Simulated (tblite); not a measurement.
# C7H16N2P: the cost of one run

Computed with tblite 0.8.0 and PySCF 2.14.0, with density-fitted response routines of our own, on a single molecule, in the gas phase or a continuum. Atoms are numbered from 0 throughout.

## Step 1: The starting structure

26 atoms, charge 1, multiplicity 1; geometry from: force field or distance geometry start.

Bonds of the start (Å): C0–C1 1.49, C1–P2 1.81, P2–C3 1.79, P2–N4 1.77, N4–C5 1.45, N4–C6 1.41, C6–C7 1.28, C7–N8 1.42, N8–C9 1.44, N8–P2 1.77, C0–H10 1.13, C0–H11 1.13, C0–H12 1.08, C1–H13 1.11, C1–H14 1.14, C3–H15 1.11, C3–H16 1.11, C3–H17 1.10, C5–H18 1.13, C5–H19 1.09, C5–H20 1.13, C6–H21 1.12, C7–H22 1.12, C9–H23 1.12, C9–H24 1.11, C9–H25 1.13.

## Step 2: Relaxing the molecule with GFN2-xTB

Job settings and geometry (Å):

```
{"job": {"kind": "relax", "xc": "GFN2-xTB", "basis": "xTB"}, "charge": 1, "multiplicity": 1}
C     -2.209500    -1.725000    -0.038800
C     -1.724100    -0.378000     0.382600
P     -0.103600     0.075900    -0.291200
C      0.058500    -0.206800    -2.052500
N      1.179700    -0.652700     0.684400
C      1.728400    -1.985500     0.501600
C      1.516900     0.354800     1.610800
C      1.105800     1.539300     1.378800
N      0.349400     1.720100     0.195800
C      0.016600     2.961900    -0.454800
H     -2.666300    -2.275100     0.839100
H     -3.084900    -1.661900    -0.751100
H     -1.390300    -2.331700    -0.385700
H     -2.454900     0.407100     0.089200
H     -1.579700    -0.363900     1.513100
H      0.373900    -1.264200    -2.176200
H     -0.900700    -0.103200    -2.594600
H      0.763900     0.495600    -2.514700
H      2.290100    -2.245400     1.442900
H      0.942400    -2.715300     0.326700
H      2.465300    -1.969300    -0.349000
H      2.117600     0.092900     2.515000
H      1.311400     2.407300     2.057300
H      0.989800     3.469300    -0.681500
H     -0.600700     3.621900     0.193700
H     -0.516100     2.754500    -1.427400
```

The run is started by

```console
> OMP_NUM_THREADS=1 python probes_run.py task.json out
```

The driver reads the jobs from task.json and runs them one after another.

**Question.** How long does this first job take on 1 thread of Arm Neoverse N1, shared host, and how much memory does it need?

About 2.8 s, with a peak of 0.18 GiB.
